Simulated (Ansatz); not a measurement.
# InSb: the cost of one run

Program: Ansatz 0.2.0. Level of theory: DFT LDA, scalar-relativistic, plane waves, PAW. These are calculated values, not measurements.

2 further runs of the same task are left out: 1 that didn't finish, 1 set aside as unsound or not needed.

## Step 1: The structure to begin with

Symmetry: F-43m, No. 216, cubic system. The conventional cell has a = 6.451 Å, b = 6.451 Å, c = 6.451 Å, α = 90.00°, β = 90.00°, γ = 90.00°. In (site symmetry -43m) is surrounded by 4 Sb at 2.79 Å. Sb (site symmetry -43m) is surrounded by 4 In at 2.79 Å.

Structure file:

```
CELL_PARAMETERS angstrom
0.00000 3.22553 3.22553
3.22553 0.00000 3.22553
3.22553 3.22553 0.00000
ATOMIC_POSITIONS crystal
In 0.00000 0.00000 0.00000
Sb 0.75000 0.75000 0.75000
```

This cell was relaxed beforehand with the same method: volume 33.56 Å³/atom, gap on the mesh none (metal).

## Step 2: The cell under 20 GPa

What is minimised here is the enthalpy; the energy can go up as the cell is squeezed.

input.yaml

```yaml
crystal:
  lattice:
    - [0.0, 3.2255340559, 3.2255340559]
    - [3.2255340559, 0.0, 3.2255340559]
    - [3.2255340559, 3.2255340559, 0.0]
  atoms:
    - { symbol: In, position: [0.0, 0.0, 0.0] }
    - { symbol: Sb, position: [0.75, 0.75, 0.75] }
basis:
  ecutwfc: 420
kpoints:
  mp_grid: { grid: [12, 12, 12] }
hamiltonian:
  xc: lda
scf:
  occupations: { method: fermi_dirac, width: 0.15 }
output:
  forces: true
  stress: true
  eigenvalues: true
relax:
  adjacent_minimum: "off"
  f_tol: 0.001
  max_steps: 60
  cell: { stress_tol: 0.02, p_target: 20.0 }
```

The run is started by

```bash
$ ansatz run input.yaml --threads 1 --pin off --max-ram 3072MiB --backend cpu --events-out ev --progress --plain --runs-dir out
```

**Question.** How long does this run take on 1 thread of AMD EPYC (Zen 3), shared host, and how much memory does it need?

About 2.2 min, with a peak of 0.43 GiB.
